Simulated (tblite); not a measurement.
# C10H10F2GeSi3: the cost of one run

Computed with tblite 0.8.0 (tight binding) and PySCF 2.14.0 (DFT, with response routines of our own); each step states its level. Atoms count from 0 throughout.

## (1) The starting structure

26 atoms, charge 0, multiplicity 1; geometry from: UFF geometry. This is the first candidate.

Bonds of the start (Å): C0–H16 1.11, C0–H17 1.11, C0–H18 1.12, C0–Si1 1.87, C10–Si11 1.82, C14–C15 1.22, C2–C3 1.19, C3–Ge4 1.89, C5–C6 1.21, C6–Si7 1.81, C8–H23 1.10, C8–H24 1.12, C8–H25 1.11, C9–C10 1.20, Ge4–C5 1.90, Ge4–H20 1.54, Ge4–H21 1.55, Si11–C14 1.81, Si11–F12 1.68, Si11–F13 1.69, Si1–C15 1.79, Si1–C2 1.83, Si1–H19 1.47, Si7–C8 1.86 and more.

## (2) GFN2-xTB relaxation, isomer A, conformer 1

Job settings and geometry (Å):

```
{"job": {"xc": "GFN2-xTB", "basis": "xTB", "kind": "relax"}, "charge": 0, "multiplicity": 1}
C     -3.809900    -1.339800     3.031700
Si    -2.965400     0.282400     2.649500
C     -1.203200     0.174000     3.137000
C     -0.021100     0.139400     3.291200
Ge     1.869800     0.091000     3.350100
C      2.329500     0.366300     1.526100
C      2.491900     0.551600     0.344600
Si     2.502800     0.835400    -1.439400
C      3.346400     2.445200    -1.832900
C      0.734400     0.924400    -1.878600
C     -0.459000     0.966900    -2.034300
Si    -2.274100     0.998600    -2.041400
F     -2.879800    -0.238100    -3.000900
F     -2.823100     2.497100    -2.588200
C     -2.748100     0.749300    -0.309100
C     -2.921100     0.560900     0.879400
H     -3.791800    -1.521300     4.128800
H     -3.301500    -2.168200     2.503100
H     -4.873100    -1.279400     2.697100
H     -3.618200     1.397300     3.352700
H      2.370400    -1.284300     3.831900
H      2.416300     1.248600     4.223500
H      3.155100    -0.277000    -2.131800
H      4.395800     2.390600    -1.514700
H      2.832400     3.277100    -1.290900
H      3.283500     2.634700    -2.920400
```

On the command line:

```console
OMP_NUM_THREADS=1 python ens_run.py task.json out
```

One launch serves the whole session.

Q: Estimate the wall time of this first job on 1 thread of Arm Neoverse V1, shared host.

About 2.1 s.
